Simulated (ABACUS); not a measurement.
This ABACUS 3.10.1 run on NdN needs a look.

The input INPUT:

```
INPUT_PARAMETERS
suffix              NdN
calculation         scf
basis_type          pw
pseudo_dir          ./
symmetry            1
dft_functional      pbe
ecutwfc             84
pseudo_rcut         10
nspin               2
nbands              12
ks_solver           dav
smearing_method     fd
smearing_sigma      0.00367493
scf_thr             1e-08
scf_nmax            60
mixing_type         broyden
mixing_beta         0.7
cal_force           1
cal_stress          1
dft_plus_u          1
orbital_corr        2 2
hubbard_u           4 4
```

STRU

```
ATOMIC_SPECIES
Nd 144.2420 Nd.upf
N 14.0070 N.upf

LATTICE_CONSTANT
1.8897261246

LATTICE_VECTORS
-0.0769800000 2.4890200000 2.5660000000
2.4890200000 -0.0769800000 2.5660000000
2.4120400000 2.4120400000 0.0000000000

ATOMIC_POSITIONS
Direct

Nd
0.0
1
0.5000000000 0.5000000000 0.5000000000 1 1 1

N
0.0
1
0.0000000000 0.0000000000 0.0000000000 1 1 1
```

The input KPT:

```
K_POINTS
0
Gamma
6 6 6 0 0 0
```

Potentials or basis: PseudoDojo NC SR 0.4.1 PBE standard, lanthanides 3+ (f in core), plane waves.

Run with:

```console
$ OMP_NUM_THREADS=4 abacus > log
```

running log:

```text
ABACUS v3.10.1

               Atomic-orbital Based Ab-initio Computation at UStc

 !!!!!!!!!!!!!!!!!!!!!!!!!!!!!!!!!!!!!!!!!!!!!!!!!!!!!!!!!
                         NOTICE
 !!!!!!!!!!!!!!!!!!!!!!!!!!!!!!!!!!!!!!!!!!!!!!!!!!!!!!!!!

 WRONG ARGUMENTS, only nspin2 with PW base is not supported now
 CHECK IN FILE : OUT.NdN/warning.log

 !!!!!!!!!!!!!!!!!!!!!!!!!!!!!!!!!!!!!!!!!!!!!!!!!!!!!!!!!
                         NOTICE
 !!!!!!!!!!!!!!!!!!!!!!!!!!!!!!!!!!!!!!!!!!!!!!!!!!!!!!!!!
```

Task: How did it end, and where is the flaw?

Result: The program refused the input. The input holds a flaw that was put in on purpose: DFT+U with nspin 2 in plane waves (nspin = 2; dft_plus_u = 1; orbital_corr = 2 2; hubbard_u = 4 4).
